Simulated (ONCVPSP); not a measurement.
# An ONCV potential for cerium, from input to tests

Do these settings give a usable potential? It is generated, then checked for transferability, scattering, ghosts and hardness.

Program: ONCVPSP 4.0.1. Reference atom: PW91, scalar-relativistic, spherical and spin-unpolarised. All values are calculated.

## 1. The design

Typed settings, in words:

| Quantity | Value |
| --- | --- |
| element | cerium (Ce, Z = 58) |
| type | optimised norm-conserving Vanderbilt (ONCV) |
| frozen core | [Kr] 4d10 |
| valence charge | 12 |
| reference configuration | 4f1 5s2 5p6 5d1 6s2 |
| partial waves | 5s+6s: rc 2.85 bohr, ncon 3, nbas 8, qcut 4.3 1/bohr, 2 projectors; 5p: rc 2.80 bohr, ncon 5, nbas 8, qcut 4.7 1/bohr, 3 projectors, debl 3.4 Ha; 5d: rc 3.15 bohr, ncon 4, nbas 8, qcut 4 1/bohr, 2 projectors, debl 2.2 Ha; 4f: rc 1.00 bohr, ncon 5, nbas 9, qcut 14 1/bohr, 2 projectors, debl 2.5 Ha |
| local potential | polynomial inside 0.70 bohr (lpopt 5, dvloc0 0 Ha) |
| core correction | polynomial model core, fcfact 0.7 |

The outer shells as boxes (Hund's rule for the drawing; the calculation is spin-unpolarised):

```
[Kr] core
4d [↑↓][↑↓][↑↓][↑↓][↑↓]
4f [↑ ][  ][  ][  ][  ][  ][  ]
5s [↑↓]
5p [↑↓][↑↓][↑↓]
5d [↑ ][  ][  ][  ][  ]
6s [↑↓]
```

The nodes and maxima of the atom's own shells, from an earlier all-electron run, set the scale for the radii.

All-electron outer shells of the reference configuration (PW91, scalar-relativistic, ld1.x):

```
shell  level (eV)  outermost node (bohr)  outermost maximum (bohr)
   4d     -110.53                   0.31                      0.66
   5s      -40.64                   0.75                      1.37
   5p      -23.26                   0.81                      1.55
   4f       -5.44                      –                      0.71
   6s       -3.78                   1.82                      3.72
   5d       -3.10                   0.92                      2.18
   6p       -1.38                   2.15                      4.90
```

## 2. Generation

Ce.dat reads:

```
# ATOM AND REFERENCE CONFIGURATION
# atsym  z   nc   nv     iexc    psfile
  Ce 58.00    9    5  -109134      upf
#
#   n    l    f
    1    0    2.00
    2    0    2.00
    2    1    6.00
    3    0    2.00
    3    1    6.00
    3    2   10.00
    4    0    2.00
    4    1    6.00
    4    2   10.00
    4    3    1.00
    5    0    2.00
    5    1    6.00
    5    2    1.00
    6    0    2.00
#
# PSEUDOPOTENTIAL AND OPTIMIZATION
# lmax
    3
#
#   l,   rc,      ep,       ncon, nbas, qcut
    0    2.85    0.00    3    8    4.30
    1    2.80    0.00    5    8    4.70
    2    3.15    0.00    4    8    4.00
    3    1.00    0.00    5    9   14.00
#
# LOCAL POTENTIAL
# lloc, lpopt,  rc(5),   dvloc0
    4    5    0.70    0.00
#
# VANDERBILT-KLEINMAN-BYLANDER PROJECTORs
# l, nproj, debl
    0    2    1.00
    1    3    3.40
    2    2    2.20
    3    2    2.50
#
# MODEL CORE CHARGE
# icmod, fcfact, rcfact
    1    0.70    0.00
#
# LOG DERIVATIVE ANALYSIS
# epsh1, epsh2, depsh
   -3.00    5.00    0.02
#
# OUTPUT GRID
# rlmax, drl
    6.00    0.01
#
# TEST CONFIGURATIONS
# ncnf
    4
# nvcnf
#   n    l    f
    5
    4    3    1.00
    5    0    2.00
    5    1    6.00
    5    2    1.00
    6    0    1.00
#
    5
    4    3    1.00
    5    0    2.00
    5    1    6.00
    5    2    1.00
    6    0    0.00
#
    5
    4    3    1.00
    5    0    2.00
    5    1    6.00
    5    2    0.00
    6    0    0.00
#
    5
    4    3    1.00
    5    0    2.00
    5    1    6.00
    5    2    2.00
    6    0    1.00
#
```

Launch:

```sh
oncvpsp.x < Ce.dat > Ce.out
```

**Question.** What will these runs give? Wanted: cutoffs for 1 and 0.1 mHa per electron, occupied waves; bound ghosts; GHOST(+) flags; largest test error; largest phase difference near zero energy, channels read; rms error of d²Exc/dn², without and with the model core.

**Answer**, as computed:

```
                                                quantity                              value
  cutoffs for 1 and 0.1 mHa per electron, occupied waves                  195 Ha and 325 Ha
                                            bound ghosts   s at -550.38 eV, p at -122.45 eV
                                          GHOST(+) flags             s at 13 eV, d at 31 eV
                            largest test error (AE − PS)  -9.7 meV, for 4f1 5s2 5p6 5d1 6s0
largest phase difference near zero energy, channels read                          0.024 rad
 rms error of d²Exc/dn², without and with the model core                 15.09 and 2.06 mHa
```

In words: A bound ghost (s, p) makes it unfit for use: electrons can fall into a state that the atom doesn't have. By total energies transferability is good: the largest error is 9.7 meV on 17.2 eV, for 4f1 5s2 5p6 5d1 6s0. Atomic tests can pass in spite of a ghost, since they solve only for the levels asked. The potential is very hard: the looser tolerance needs 195 Ha. At the looser tolerance the 4f wave is the slowest; 5d needs 6 Ha. Near zero energy the phases of the channels with partial waves agree within 0.024 rad. The pseudo curves have a pole with no partner nearby in the atom's: s at 0.48 Ha. At positive energy that is a spurious or a displaced resonance. The program also flags highly localised states, GHOST(+) (s, d).
